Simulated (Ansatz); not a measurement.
# CH₆BrGaO₂Si: one species, many methods

An exercise on one series of results from a longer session: the logs are not shown, and one member is left open.

Method: functionals in def2-TZVPP, the program's frozen cores in correlated methods; program: Ansatz 0.2.0, Gaussian basis.

The runs, in order: LDA (SPW92), PBE-D4, revPBE-D4, BLYP-D4, r2SCAN-D4, B97M-V, PBE0-D4, B3LYP-D4, r2SCANh-D4, r2SCAN0-D4, HSE06-D4, BHLYP-D4, CAM-B3LYP-D4, LC-ωPBE, ωB97X-V, ωB97M-V, B2PLYP, PBE-QIDH; CCSD(T)/def2-SVP; CCSD(T)/def2-TZVPP; MP2/def2-QZVPP; extrapolation to the limit; RPA on PBE.

1 further run of the same task is left out (it didn't finish).

## Structure used throughout

All runs share one geometry, relaxed beforehand with PBE0-D4 in a triple-zeta def2 set.

SMILES `C[O][Ga]([Br])[O][SiH3]`, 12 atoms, charge 0, spin multiplicity 1.

Atoms are counted from 1 here; the program's logs count them from 0.

Bond lengths: C1–O2 1.414 Å, C1–H7 1.094 Å, C1–H8 1.095 Å, C1–H9 1.094 Å, O2–Ga3 1.759 Å, Ga3–Br4 2.256 Å, Ga3–O5 1.766 Å, O5–Si6 1.638 Å, Si6–H10 1.485 Å, Si6–H11 1.487 Å, Si6–H12 1.488 Å. Angles: O2–C1–H7 109.3°, O2–C1–H8 113.2°, O2–C1–H9 109.2°, H7–C1–H8 108.3°, H7–C1–H9 108.4°, H8–C1–H9 108.3°, C1–O2–Ga3 122.0°, O2–Ga3–Br4 120.3°, O2–Ga3–O5 118.2°, Br4–Ga3–O5 121.4°, Ga3–O5–Si6 138.5°, O5–Si6–H10 108.3°, O5–Si6–H11 110.2°, O5–Si6–H12 111.2°, H10–Si6–H11 109.2°, H10–Si6–H12 109.2°, H11–Si6–H12 108.7°.

Set-up of the first run:

The input, in.yaml:

```yaml
crystal:
  periodic: [false, false, false]
  atoms:
    - {symbol: C, position_ang: [-0.920565, -1.323608, 1.967612]}
    - {symbol: O, position_ang: [-1.484503, -0.090893, 1.566455]}
    - {symbol: Ga, position_ang: [-0.848759, 0.824714, 0.205087]}
    - {symbol: Br, position_ang: [-1.790784, 2.787079, -0.387934]}
    - {symbol: O, position_ang: [0.534642, 0.164634, -0.672770]}
    - {symbol: Si, position_ang: [1.486697, 0.568301, -1.942718]}
    - {symbol: H, position_ang: [-1.682502, -2.106420, 1.905944]}
    - {symbol: H, position_ang: [-0.065149, -1.626526, 1.354466]}
    - {symbol: H, position_ang: [-0.588794, -1.246795, 3.007388]}
    - {symbol: H, position_ang: [1.967550, -0.682696, -2.582592]}
    - {symbol: H, position_ang: [2.656785, 1.359283, -1.476807]}
    - {symbol: H, position_ang: [0.735394, 1.372927, -2.944130]}
basis:
  gaussian: {orbitals: def2-TZVPP}
hamiltonian: {xc: lda}
output: {orbitals: {seedname: orbitals}}
```

Among the steps run: LDA; PBE-D4 (GGA); revPBE-D4 (GGA); BLYP-D4 (GGA); r2SCAN-D4 (meta-GGA); B97M-V (meta-GGA); PBE0-D4 (hybrid); B3LYP-D4 (hybrid); r2SCANh-D4 (hybrid); r2SCAN0-D4 (hybrid); HSE06-D4 (hybrid); BHLYP-D4 (hybrid); CAM-B3LYP-D4 (range-separated); LC-ωPBE (range-separated); ωB97X-V (range-separated); ωB97M-V (range-separated); B2PLYP (double hybrid); PBE-QIDH (double hybrid).

One of the session's tables, all rows but one given; the rest of the session is left out.

It belongs to the step «Frontier levels by functional». 

```
  functional  HOMO (eV)  LUMO (eV)  gap (eV)
 LDA (SPW92)      -6.95      -2.69      4.26
      PBE-D4      -6.79      -2.37      4.42
   revPBE-D4      -6.73      -2.23      4.50
     BLYP-D4      -6.69      -2.32      4.37
   r2SCAN-D4      -7.12      -2.09      5.03
      B97M-V      -7.23      -2.23      5.00
     PBE0-D4          ?          ?         ?
    B3LYP-D4      -8.06      -1.74      6.32
  r2SCANh-D4      -7.68      -1.75      5.92
  r2SCAN0-D4      -8.53      -1.26      7.27
    HSE06-D4      -7.89      -1.80      6.10
    BHLYP-D4      -9.74      -0.52      9.22
CAM-B3LYP-D4      -9.74      -0.46      9.28
     LC-ωPBE     -11.10       0.86     11.96
     ωB97X-V     -10.76       0.65     11.41
     ωB97M-V     -10.68       0.42     11.11
```

**Question.** Estimate the row for PBE0-D4.

The run gave: HOMO (eV): -8.30; LUMO (eV): -1.43; gap (eV): 6.87. In the column «HOMO (eV)» it lies between r2SCAN0-D4 (-8.53) and B3LYP-D4 (-8.06).
